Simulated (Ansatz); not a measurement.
# F4H4OSi: the cost of one run

All numbers below are computed with Ansatz 0.2.0 (UKS PBE-D4/STO-3G).

### 1 Starting point

Bond lengths: Si1–F3 1.597 Å, Si1–F4 1.579 Å, Si1–F5 1.572 Å, Si1–F7 1.999 Å, O9–H10 0.961 Å. Angles: F3–Si1–F4 100.4°, F3–Si1–F5 99.9°, F3–Si1–F7 168.4°, F4–Si1–F5 121.2°, F4–Si1–F7 85.1°, F5–Si1–F7 85.7°.

Coordinates:

```xyz
10

Si   -0.5600    0.6664   -1.0536
H     0.2578   -0.9376   -0.5519
F    -0.4823    0.2805   -2.6018
F     0.4313    1.8943   -1.0161
F    -2.1117    0.8674   -0.9015
H     0.0401   -0.1291    1.5160
F    -0.5031    0.7786    0.9415
H     0.5809   -1.2718    0.3170
O     0.7195   -1.2023    1.5842
H     1.6275   -0.9465    1.7663
```

### 2 Run 1

150 steps of 0.5 fs at constant energy, with velocities drawn for 600 K.

Input file input.yaml:

```yaml
crystal:
  periodic: [false, false, false]
  atoms:
    - { symbol: Si, position_ang: [-0.56, 0.6664, -1.0536] }
    - { symbol: H, position_ang: [0.2578, -0.9376, -0.5519] }
    - { symbol: F, position_ang: [-0.4823, 0.2805, -2.6018] }
    - { symbol: F, position_ang: [0.4313, 1.8943, -1.0161] }
    - { symbol: F, position_ang: [-2.1117, 0.8674, -0.9015] }
    - { symbol: H, position_ang: [0.0401, -0.1291, 1.516] }
    - { symbol: F, position_ang: [-0.5031, 0.7786, 0.9415] }
    - { symbol: H, position_ang: [0.5809, -1.2718, 0.317] }
    - { symbol: O, position_ang: [0.7195, -1.2023, 1.5842] }
    - { symbol: H, position_ang: [1.6275, -0.9465, 1.7663] }
magnetization:
  spin_polarized: true
basis:
  gaussian: { orbitals: STO-3G }
hamiltonian:
  xc: pbe
  dispersion: d4
md:
  timestep: 0.5
  n_steps: 150
  ensemble: nve
  temperature: 600.0
  initial_velocities: maxwell_boltzmann
  seed: 535074
```

Command:

```
$ ansatz run input.yaml --threads 1 --pin off --max-ram 2048MiB --backend cpu --events-out ev --progress --plain --runs-dir out
```

Q: Estimate wall time and peak memory on 1 thread of Arm Neoverse V1, shared host.

About 9 min, with a peak of 0.12 GiB.
